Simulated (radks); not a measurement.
**Sc³⁺ in [Ar]: an all-electron calculation**

One table from this session's results is given with a row withheld; the runs are named, their logs left out.

The numbers are computed with radks (a radial shooting solver on a logarithmic mesh, Libxc functionals) version 1 (scalar-relativistic Kohn-Sham, HCTH/407, spin-polarised, spherical densities, finite nucleus), except any that are marked as measured or tabulated.

## What is computed

* element: scandium (Z = 21)
* charge: +3
* electrons: 18
* configuration: [Ar]
* nuclear rms radius: 3.5459 fm

Outer shells as boxes (Hund's rule):

Sc³⁺
```
[Ne] core
3s [↑↓]
3p [↑↓][↑↓][↑↓]
```

Set-up of the first run:

Input:

```text
Z 21
configuration [Ar] 4s0 3d0 4p0 4f0
relativity scalar-relativistic
functional hcth_407
spin polarised
nucleus finite rms 3.5459 fm
c 137.035999084
```

Among the steps run: Self-consistent calculation.

One of the session's tables, all rows but one given; the rest of the session is left out.

It belongs to the step «Orbitals and density». From the orbitals of this run (lengths in bohr):

```
level      <r>  outermost maximum (interpolated)  90 % within  nodes
   1s  0.07311                            0.0479        0.131      0
   2s        ?                                 ?            ?      ?
   2p   0.3070                             0.232        0.505      0
   3s    1.053                             0.920         1.57      2
   3p    1.124                             0.954         1.71      1
   3d    1.347                              1.00         2.22      0
   4s    2.695                              2.49         3.86      3
```

Estimate the missing values for 2s.

The run gave: <r>: 0.3430; outermost maximum (interpolated): 0.284; 90 % within: 0.533; nodes: 1. In the column «<r>» it lies between 2p (0.3070) and 3s (1.053).
